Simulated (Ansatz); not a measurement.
I need the interaction energy of a dimer with the counterpoise correction of BFH₂S, SMILES FBS. Use the Ansatz DFT code, driven from Python. Use (for the species named): MP2, def2-SVP basis, multiplicity 1.

```yaml
atoms:
  - { symbol: F, position_ang: [-1.3056, -0.3844, -1.0407] }
  - { symbol: B, position_ang: [-0.3737, -0.4569, -0.0025] }
  - { symbol: S, position_ang: [1.3249, 0.2496, -0.2640] }
  - { symbol: H, position_ang: [-0.5769, -0.9738, 1.0119] }
  - { symbol: H, position_ang: [0.9812, 1.4919, 0.2539] }
```

`dimer.py`
```python
import ansatz as az

FIRST = [
    ("F", (-1.3156, -0.3697, -1.0324)),
    ("B", (-0.3837, -0.4422, 0.0058)),
    ("S", (1.3149, 0.2643, -0.2557)),
    ("H", (-0.5869, -0.9591, 1.0202)),
    ("H", (0.9712, 1.5066, 0.2622)),
]
SECOND = [
    ("F", (1.9419, 3.6833, 4.9713)),
    ("B", (0.9127, 3.2547, 4.1295)),
    ("S", (1.2338, 3.1297, 2.3035)),
    ("H", (-0.1575, 3.0088, 4.4924)),
    ("H", (1.6086, 1.794, 2.3741)),
]

def energy(atoms, ghosts=()):
    molecule = az.Crystal.molecule()
    for symbol, xyz in atoms:
        molecule = molecule.atom(symbol, xyz)
    calc = (
        molecule.calculation()
        .basis(gaussian="def2-SVP")
        .correlation("mp2")
        .accuracy("medium")
    )
    deck = calc.input()
    if ghosts:
        deck = deck.set(az.key.basis.gaussian.ghost_atoms, [{"symbol": s, "position_ang": list(xyz)} for s, xyz in ghosts])
    return az.Session.from_dict(deck).plan().execute().report["free_energy_ev"]

both = energy(FIRST + SECOND)
alone = energy(FIRST) + energy(SECOND)
ghosted = energy(FIRST, SECOND) + energy(SECOND, FIRST)
print(f"dimer {both:.6f} eV")
print(f"interaction, uncorrected   {23.060548 * (both - alone):8.3f} kcal/mol")
print(f"interaction, counterpoise  {23.060548 * (both - ghosted):8.3f} kcal/mol")
print(f"basis-set superposition    {23.060548 * (alone - ghosted):8.3f} kcal/mol")
```

```console
$ python dimer.py
dimer -28465.772517 eV
interaction, uncorrected     -1.704 kcal/mol
interaction, counterpoise     0.360 kcal/mol
basis-set superposition       2.064 kcal/mol
```

Uncorrected it is -1.704 kcal/mol, with the counterpoise correction 0.360 kcal/mol; the difference, 2.06 kcal/mol, is the superposition error. The sign changes with the correction, so this basis doesn't settle it.

Caveats:
- The settings weren't tested for convergence.
- The dimer is a generated trial pose of unrelaxed monomers, not a minimum, so the figure is no binding energy, and the basis set is small.
- Finished in 8.1 s on 1 thread of Intel(R) Xeon(R) Processor @ 2.30GHz, on a shared host, peak memory 0.29 GiB.
